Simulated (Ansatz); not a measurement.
**C₅H₆AuNS: up Jacob's ladder to CCSD(T)**

The task here is to estimate one member of a computed series from the others.

Computed with Ansatz 0.2.0, Gaussian basis. Level: functionals in def2-TZVPP, the program's frozen cores in correlated methods.

Levels to be run: LDA (SPW92), PBE-D4, revPBE-D4, BLYP-D4, r2SCAN-D4, B97M-V, PBE0-D4, B3LYP-D4, r2SCANh-D4, r2SCAN0-D4, HSE06-D4, BHLYP-D4, CAM-B3LYP-D4, LC-ωPBE, ωB97X-V, ωB97M-V, PBE-QIDH; CCSD(T)/def2-SVP; MP2/def2-TZVPP; MP2/def2-QZVPP; RPA on PBE.

3 further runs of the same task are left out: 3 that didn't finish.

**Structure used throughout**

An earlier PBE0-D4 in a triple-zeta def2 set relaxation fixed the geometry. Au takes the def2 core potential; no spin-orbit term is included.

SMILES `[SH][Au-][n+]1ccccc1`, 14 atoms, charge 0, spin multiplicity 1.

Atoms are counted from 1 here; the program's logs count them from 0.

Bond lengths: S1–Au2 2.249 Å, S1–H9 1.345 Å, Au2–N3 2.080 Å, N3–C4 1.338 Å, N3–C8 1.338 Å, C4–C5 1.381 Å, C4–H10 1.082 Å, C5–C6 1.385 Å, C5–H11 1.082 Å, C6–C7 1.385 Å, C6–H12 1.083 Å, C7–C8 1.381 Å, C7–H13 1.082 Å, C8–H14 1.082 Å. Angles: Au2–S1–H9 96.8°, S1–Au2–N3 178.3°, Au2–N3–C4 120.6°, Au2–N3–C8 120.9°, C4–N3–C8 118.5°, N3–C4–C5 122.4°, N3–C4–H10 116.1°, C5–C4–H10 121.5°, C4–C5–C6 119.0°, C4–C5–H11 119.5°, C6–C5–H11 121.5°, C5–C6–C7 118.6°, C5–C6–H12 120.7°, C7–C6–H12 120.7°, C6–C7–C8 119.0°, C6–C7–H13 121.5°, C8–C7–H13 119.5°, N3–C8–C7 122.4° and more.

Coordinates:

```mol
C5H6AuNS
  3D, bonds by distance, orders not assigned

 14 14  0  0  0  0  0  0  0  0999 V2000
   -2.6972   -3.5784   -1.7080 S   0  0
   -1.4294   -1.9009   -0.9100 Au  0  0
   -0.2283   -0.3464   -0.2257 N   0  0
    0.6935    0.2045   -1.0238 C   0  0
    1.5090    1.2387   -0.6087 C   0  0
    1.3720    1.7273    0.6798 C   0  0
    0.4182    1.1570    1.5061 C   0  0
   -0.3601    0.1255    1.0191 C   0  0
   -3.4352   -3.7609   -0.5984 H   0  0
    0.7668   -0.2070   -2.0221 H   0  0
    2.2391    1.6491   -1.2943 H   0  0
    1.9974    2.5381    1.0337 H   0  0
    0.2710    1.5018    2.5214 H   0  0
   -1.1168   -0.3484    1.6309 H   0  0
  1  2  8  0
  2  3  8  0
  3  4  8  0
  4  5  8  0
  5  6  8  0
  6  7  8  0
  7  8  8  0
  1  9  8  0
  4 10  8  0
  5 11  8  0
  6 12  8  0
  7 13  8  0
  8 14  8  0
  3  8  8  0
M  END
```

Set-up of the first run:

in.yaml

```yaml
crystal:
  periodic: [false, false, false]
  atoms:
    - {symbol: S, position_ang: [-2.697241, -3.578361, -1.708045]}
    - {symbol: Au, position_ang: [-1.429366, -1.900905, -0.909984]}
    - {symbol: N, position_ang: [-0.228271, -0.346418, -0.225669]}
    - {symbol: C, position_ang: [0.693464, 0.204513, -1.023818]}
    - {symbol: C, position_ang: [1.509044, 1.238703, -0.608702]}
    - {symbol: C, position_ang: [1.371984, 1.727324, 0.679773]}
    - {symbol: C, position_ang: [0.418162, 1.157009, 1.506092]}
    - {symbol: C, position_ang: [-0.360137, 0.125517, 1.019135]}
    - {symbol: H, position_ang: [-3.435177, -3.760873, -0.598363]}
    - {symbol: H, position_ang: [0.766842, -0.207036, -2.022112]}
    - {symbol: H, position_ang: [2.239062, 1.649072, -1.294313]}
    - {symbol: H, position_ang: [1.997422, 2.538102, 1.033702]}
    - {symbol: H, position_ang: [0.270976, 1.501783, 2.521406]}
    - {symbol: H, position_ang: [-1.116784, -0.348430, 1.630909]}
basis:
  gaussian: {orbitals: def2-TZVPP}
hamiltonian: {xc: lda}
output: {orbitals: {seedname: orbitals}}
```

Among the steps run: LDA; PBE-D4 (GGA); revPBE-D4 (GGA); BLYP-D4 (GGA); r2SCAN-D4 (meta-GGA); B97M-V (meta-GGA); PBE0-D4 (hybrid); B3LYP-D4 (hybrid); r2SCANh-D4 (hybrid); r2SCAN0-D4 (hybrid); HSE06-D4 (hybrid); BHLYP-D4 (hybrid); CAM-B3LYP-D4 (range-separated); LC-ωPBE (range-separated); ωB97X-V (range-separated); ωB97M-V (range-separated); PBE-QIDH (double hybrid).

One of the session's tables, all rows but one given; the rest of the session is left out.

It belongs to the step «Frontier levels by functional». 

```
  functional  HOMO (eV)  LUMO (eV)  gap (eV)
 LDA (SPW92)      -4.79      -3.14      1.65
      PBE-D4      -4.59      -2.91      1.69
   revPBE-D4      -4.52      -2.82      1.70
     BLYP-D4      -4.42      -2.74      1.68
   r2SCAN-D4      -4.76      -2.80      1.95
      B97M-V      -4.77      -2.74      2.03
     PBE0-D4          ?          ?         ?
    B3LYP-D4      -5.35      -2.29      3.07
  r2SCANh-D4      -5.12      -2.51      2.61
  r2SCAN0-D4      -5.70      -2.06      3.64
    HSE06-D4      -5.17      -2.49      2.68
    BHLYP-D4      -6.48      -1.12      5.36
CAM-B3LYP-D4      -6.77      -1.06      5.71
     LC-ωPBE      -8.04      -0.10      7.94
     ωB97X-V      -7.74      -0.07      7.67
     ωB97M-V      -7.63      -0.11      7.52
```

Q: Estimate the row for PBE0-D4 from the others.

**Answer.** HOMO (eV): -5.56; LUMO (eV): -2.12; gap (eV): 3.44. In the column «HOMO (eV)» it lies between r2SCAN0-D4 (-5.70) and B3LYP-D4 (-5.35).
